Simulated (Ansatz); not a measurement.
# C2H6BClSi (SMILES BC1C[SiH]1Cl): levels of theory compared

Wanted: a comparison of 5 runs (HF/3-21G, PBE0/def2-SVP, r2SCAN/def2-TZVP, MP2/pcseg-1, CCSD/6-31+G*) of C2H6BClSi. 

The calculation is run with Ansatz 0.2.0.

2 further runs of the same task are left out: 1 for a known fault of the program, 1 set aside as unsound or not needed.

### 1 Starting point

The species is C2H6BClSi (11 atoms), meant as a singlet with charge 0. As SMILES, `BC1C[SiH]1Cl`. The shape is that of a PBE0-D4/def2-TZVP optimisation.

Bond lengths: B1–C2 1.501 Å, C2–C3 1.549 Å, C2–Si4 1.895 Å, C3–Si4 1.816 Å, Si4–Cl5 2.034 Å, B1–H6 1.199 Å, B1–H7 1.197 Å, C2–H8 1.089 Å, C3–H9 1.086 Å, C3–H10 1.085 Å, Si4–H11 1.471 Å. Some angles: B1–C2–C3 124.6°, B1–C2–Si4 103.6°, C3–C2–Si4 62.7°, C2–C3–Si4 68.0°, C2–Si4–C3 49.3°, C2–Si4–Cl5 124.5°, C3–Si4–Cl5 121.8°, B1–C2–H8 119.7°, C3–C2–H8 115.3°, Si4–C2–H8 109.1°.

### 2 Energy and forces at HF/3-21G (run 1)

File in.yaml:

```yaml
crystal:
  periodic: [false, false, false]
  atoms:
    - symbol: B
      position_ang: [-0.792000, -0.327700, 1.372500]
    - symbol: C
      position_ang: [0.067500, 0.583300, 0.545600]
    - symbol: C
      position_ang: [1.304100, 0.127400, -0.269200]
    - symbol: Si
      position_ang: [-0.232500, -0.011700, -1.227900]
    - symbol: Cl
      position_ang: [-1.029200, -1.817900, -1.718800]
    - symbol: H
      position_ang: [-0.565200, -1.504200, 1.422700]
    - symbol: H
      position_ang: [-1.748600, 0.114500, 1.940200]
    - symbol: H
      position_ang: [-0.089000, 1.660300, 0.590800]
    - symbol: H
      position_ang: [1.762600, -0.791500, 0.084100]
    - symbol: H
      position_ang: [2.024200, 0.901700, -0.511800]
    - symbol: H
      position_ang: [-0.636500, 1.009000, -2.207600]
basis:
  gaussian:
    orbitals: 3-21G.json
total_charge: 0
hamiltonian:
  xc: hf
accuracy: high
output: {forces: true, orbitals: {seedname: orbitals}}
```

The basis set 3-21G is read from a file made from the Basis Set Exchange's data (not shown).

The run is started by

```bash
$ ansatz run in.yaml --threads 1 --pin off --max-ram 2610MiB --events-out events.jsonl --progress --plain --runs-dir runs
```

Log, cut to the lines that bear on the results:

```text
Warning: RAYON_NUM_THREADS=1 ignored (pool sized by the plan → 1); use --threads N
Functional definition: HF
  name "HF"
[...]
1599 factors; integrals over basis functions are off by at most 8.2e-9 eV
[...]
mean field -23075.53500450 eV, -848.0102702558 hartree, gradient 3.5e-8 eV, S^2 0.000000; 0 other end points of the search recorded, 0 dependent functions left out
[...]
reference -23075.53500450 eV, -848.0102702558 hartree; 27, 27 occupied and 38, 38 virtual orbitals, 1599 factors
Total energy: -23075.53500450 eV, -848.0102702558 hartree
Atom 0 at    -0.792000    -0.327700     1.372500 Å, force    -0.162780    -0.384997     1.100655 eV/Å
Atom 1 at     0.067500     0.583300     0.545600 Å, force    -0.531888     0.972962     0.111576 eV/Å
Atom 2 at     1.304100     0.127400    -0.269200 Å, force     1.516097    -0.246119     0.392283 eV/Å
Atom 3 at    -0.232500    -0.011700    -1.227900 Å, force     0.108358     2.197849    -1.129161 eV/Å
Atom 4 at    -1.029200    -1.817900    -1.718800 Å, force    -0.929419    -2.184375    -0.625710 eV/Å
Atom 5 at    -0.565200    -1.504200     1.422700 Å, force    -0.074449     0.193249     0.002562 eV/Å
Atom 6 at    -1.748600     0.114500     1.940200 Å, force     0.119412    -0.108869    -0.104753 eV/Å
Atom 7 at    -0.089000     1.660300     0.590800 Å, force     0.215032    -0.371446     0.224644 eV/Å
Atom 8 at     1.762600    -0.791500     0.084100 Å, force    -0.080967     0.335536    -0.078542 eV/Å
Atom 9 at     2.024200     0.901700    -0.511800 Å, force    -0.228787    -0.276076     0.107980 eV/Å
Atom 10 at    -0.636500     1.009000    -2.207600 Å, force     0.049390    -0.127716    -0.001533 eV/Å
Dipole moment:     0.303964     0.495339    -0.154317 e Å
```

Wall time 1.4 s (1 thread of AMD EPYC 9R45 (Zen 5), shared host); peak memory 0.18 GiB.

### 3 Energy and gradient at PBE0/def2-SVP (run 2)

File molecule.yaml:

```yaml
crystal:
  periodic: [false, false, false]
  atoms:
    - {symbol: B, position_ang: [-0.792000, -0.327700, 1.372500]}
    - {symbol: C, position_ang: [0.067500, 0.583300, 0.545600]}
    - {symbol: C, position_ang: [1.304100, 0.127400, -0.269200]}
    - {symbol: Si, position_ang: [-0.232500, -0.011700, -1.227900]}
    - {symbol: Cl, position_ang: [-1.029200, -1.817900, -1.718800]}
    - {symbol: H, position_ang: [-0.565200, -1.504200, 1.422700]}
    - {symbol: H, position_ang: [-1.748600, 0.114500, 1.940200]}
    - {symbol: H, position_ang: [-0.089000, 1.660300, 0.590800]}
    - {symbol: H, position_ang: [1.762600, -0.791500, 0.084100]}
    - {symbol: H, position_ang: [2.024200, 0.901700, -0.511800]}
    - {symbol: H, position_ang: [-0.636500, 1.009000, -2.207600]}
basis:
  gaussian: {orbitals: def2-SVP}
hamiltonian: {xc: pbe0}
accuracy: high
output: {forces: true, orbitals: {seedname: orbitals}}
```

The run is started by

```bash
$ ansatz run molecule.yaml --threads 1 --pin off --max-ram 2610MiB --events-out events.jsonl --progress --plain --runs-dir runs
```

Log, cut to the lines that bear on the results:

```text
Warning: RAYON_NUM_THREADS=1 ignored (pool sized by the plan → 1); use --threads N
Functional definition: PBE0
  name "PBE0"
[...]
2496 factors; integrals over basis functions are off by at most 1.1e-8 eV
[...]
mean field -23228.84541907 eV, -853.6443240738 hartree, gradient 3.4e-8 eV, S^2 0.000000; 0 other end points of the search recorded, 0 dependent functions left out
[...]
reference -23228.84542167 eV, -853.6443241695 hartree; 27, 27 occupied and 81, 81 virtual orbitals, 2496 factors
Total energy: -23228.84542167 eV, -853.6443241695 hartree
Atom 0 at    -0.792000    -0.327700     1.372500 Å, force     0.025761     0.016293    -0.001631 eV/Å
Atom 1 at     0.067500     0.583300     0.545600 Å, force     0.278439    -0.095963    -0.069702 eV/Å
Atom 2 at     1.304100     0.127400    -0.269200 Å, force    -0.225539     0.083657     0.146878 eV/Å
Atom 3 at    -0.232500    -0.011700    -1.227900 Å, force    -0.038160     0.195506    -0.123640 eV/Å
Atom 4 at    -1.029200    -1.817900    -1.718800 Å, force    -0.159468    -0.362215    -0.090635 eV/Å
Atom 5 at    -0.565200    -1.504200     1.422700 Å, force     0.049143    -0.296379     0.027634 eV/Å
Atom 6 at    -1.748600     0.114500     1.940200 Å, force    -0.254344     0.108654     0.148533 eV/Å
Atom 7 at    -0.089000     1.660300     0.590800 Å, force    -0.064282     0.313348     0.037361 eV/Å
Atom 8 at     1.762600    -0.791500     0.084100 Å, force     0.166374    -0.302078     0.094769 eV/Å
Atom 9 at     2.024200     0.901700    -0.511800 Å, force     0.256776     0.245158    -0.090157 eV/Å
Atom 10 at    -0.636500     1.009000    -2.207600 Å, force    -0.034701     0.094019    -0.079409 eV/Å
Dipole moment:     0.226953     0.293084    -0.277030 e Å
```

It took 8.1 s on 1 thread of AMD EPYC 9R45 (Zen 5), shared host; peak memory 0.44 GiB.

### 4 Energy and forces at r2SCAN/def2-TZVP (run 3)

File input.yaml:

```yaml
crystal:
  periodic: [false, false, false]
  atoms:
    - symbol: B
      position_ang: [-0.792000, -0.327700, 1.372500]
    - symbol: C
      position_ang: [0.067500, 0.583300, 0.545600]
    - symbol: C
      position_ang: [1.304100, 0.127400, -0.269200]
    - symbol: Si
      position_ang: [-0.232500, -0.011700, -1.227900]
    - symbol: Cl
      position_ang: [-1.029200, -1.817900, -1.718800]
    - symbol: H
      position_ang: [-0.565200, -1.504200, 1.422700]
    - symbol: H
      position_ang: [-1.748600, 0.114500, 1.940200]
    - symbol: H
      position_ang: [-0.089000, 1.660300, 0.590800]
    - symbol: H
      position_ang: [1.762600, -0.791500, 0.084100]
    - symbol: H
      position_ang: [2.024200, 0.901700, -0.511800]
    - symbol: H
      position_ang: [-0.636500, 1.009000, -2.207600]
basis:
  gaussian:
    orbitals: def2-TZVP
total_charge: 0
hamiltonian:
  xc: {name: r2SCAN}
accuracy: high
output: {forces: true, orbitals: {seedname: orbitals}}
```

The run is started by

```bash
$ ansatz run input.yaml --threads 1 --pin off --max-ram 2610MiB --events-out events.jsonl --progress --plain --runs-dir runs
```

Log, cut to the lines that bear on the results:

```text
Warning: RAYON_NUM_THREADS=1 ignored (pool sized by the plan → 1); use --threads N
Functional definition: r2SCAN
  name "r2SCAN"
[...]
3670 factors; integrals over basis functions are off by at most 6.8e-9 eV
[...]
mean field -23246.80429824 eV, -854.3043007103 hartree, gradient 1.9e-8 eV, S^2 0.000000; 0 other end points of the search recorded, 0 dependent functions left out
[...]
reference -23246.80429924 eV, -854.3043007473 hartree; 27, 27 occupied and 176, 176 virtual orbitals, 3670 factors
Total energy: -23246.80429924 eV, -854.3043007473 hartree
Atom 0 at    -0.792000    -0.327700     1.372500 Å, force    -0.039378    -0.032389     0.051215 eV/Å
Atom 1 at     0.067500     0.583300     0.545600 Å, force    -0.097582     0.035556     0.120709 eV/Å
Atom 2 at     1.304100     0.127400    -0.269200 Å, force     0.149055    -0.013961    -0.075391 eV/Å
Atom 3 at    -0.232500    -0.011700    -1.227900 Å, force    -0.020546     0.030992    -0.072940 eV/Å
Atom 4 at    -1.029200    -1.817900    -1.718800 Å, force    -0.027697    -0.058215    -0.020594 eV/Å
Atom 5 at    -0.565200    -1.504200     1.422700 Å, force     0.003340     0.018212    -0.000147 eV/Å
Atom 6 at    -1.748600     0.114500     1.940200 Å, force     0.010511    -0.002595    -0.007930 eV/Å
Atom 7 at    -0.089000     1.660300     0.590800 Å, force     0.003424     0.027224    -0.012702 eV/Å
Atom 8 at     1.762600    -0.791500     0.084100 Å, force     0.001646    -0.013636     0.005458 eV/Å
Atom 9 at     2.024200     0.901700    -0.511800 Å, force     0.010680     0.006626     0.003207 eV/Å
Atom 10 at    -0.636500     1.009000    -2.207600 Å, force     0.006546     0.002186     0.009115 eV/Å
Dipole moment:     0.246585     0.281916    -0.254995 e Å
```

It took 26 s on 1 thread of AMD EPYC 9R45 (Zen 5), shared host; peak memory 1.1 GiB.

Run 4 isn't shown in full; the table further down has it.

### 5 Energy and gradient at CCSD/6-31+G(d) (spherical functions) (run 5)

File in.yaml:

```yaml
crystal:
  periodic: [false, false, false]
  atoms:
    - {symbol: B, position_ang: [-0.792000, -0.327700, 1.372500]}
    - {symbol: C, position_ang: [0.067500, 0.583300, 0.545600]}
    - {symbol: C, position_ang: [1.304100, 0.127400, -0.269200]}
    - {symbol: Si, position_ang: [-0.232500, -0.011700, -1.227900]}
    - {symbol: Cl, position_ang: [-1.029200, -1.817900, -1.718800]}
    - {symbol: H, position_ang: [-0.565200, -1.504200, 1.422700]}
    - {symbol: H, position_ang: [-1.748600, 0.114500, 1.940200]}
    - {symbol: H, position_ang: [-0.089000, 1.660300, 0.590800]}
    - {symbol: H, position_ang: [1.762600, -0.791500, 0.084100]}
    - {symbol: H, position_ang: [2.024200, 0.901700, -0.511800]}
    - {symbol: H, position_ang: [-0.636500, 1.009000, -2.207600]}
basis:
  gaussian: {orbitals: 6-31+G_st_-spherical.json}
total_charge: 0
correlation: {method: ccsd, frozen_orbitals: {B: 1, C: 1, Cl: 5, H: 0, Si: 5}}
accuracy: high
scf: {omitted_lower_state_checks: [cluster_reference, increment]}
output: {forces: true, orbitals: {seedname: orbitals}}
```

The basis set 6-31+G* is read from a file made from the Basis Set Exchange's data (not shown).

The run is started by

```bash
$ ansatz run in.yaml --threads 1 --pin off --max-ram 2610MiB --events-out events.jsonl --progress --plain --runs-dir runs
```

Log:

```text
Warning: RAYON_NUM_THREADS=1 ignored (pool sized by the plan → 1); use --threads N
[... 12 lines left out ...]
13 core orbitals not correlated: weight in the atoms' cores, before any rotation towards them, 1.000 or more for the frozen orbitals, at most 0.000 for the correlated occupied ones
[... 24 lines left out ...]
Total energy: -23208.73136843 eV, -852.9051463466 hartree
[... 11 lines left out ...]
Dipole moment:     0.247721     0.336971    -0.236577 e Å
Checks for a lower state left out: cluster_reference, increment
```

Run time: 45 s. Hardware: 1 thread of AMD EPYC 9R45 (Zen 5), shared host; peak memory 1.3 GiB.

### 6 The series

```
run                               level  frozen core orbitals  energy (Eh)  dipole moment (D)  HOMO energy (eV)  LUMO energy (eV)  wall time
  1                            HF/3-21G                     –  -848.010270               2.89             -9.85              2.82      1.4 s
  2                       PBE0/def2-SVP                     –  -853.644324               2.22             -7.27             -0.70      8.1 s
  3                    r2SCAN/def2-TZVP                     –  -854.304301               2.18             -6.39             -1.42       26 s
  4                         MP2/pcseg-1                    13  -852.834017               2.32             -9.75              2.49      8.4 s
  5  CCSD/6-31+G* (spherical functions)                    13  -852.905146               2.31             -9.66              1.51       45 s
```

### 7 Outcome

```
                                           quantity          value
                                run 5: total energy  -852.90515 Eh
          run 5: dipole moment (correlated density)         2.31 D
         run 5: HOMO energy (Hartree–Fock orbitals)       -9.66 eV
         run 5: LUMO energy (Hartree–Fock orbitals)        1.51 eV
       run 5: HOMO–LUMO gap (Hartree–Fock orbitals)       11.17 eV
run 5: correlation energy (13 core orbitals frozen)     -601.0 mEh
                               run 5: T1 diagnostic          0.012
                    run 5: largest force on an atom     0.375 eV/Å
```

**Reading.** The dipole moment (its size) runs from 2.18 D (r2SCAN/def2-TZVP) to 2.89 D (HF/3-21G). The two ends differ in method and basis. Over runs 1, 2, 3 the HOMO–LUMO gap runs from 4.97 eV (r2SCAN/def2-TZVP) to 12.67 eV (HF/3-21G). Totals of different functionals can't be ranked against each other. All runs together took 89 s, the longest 45 s.
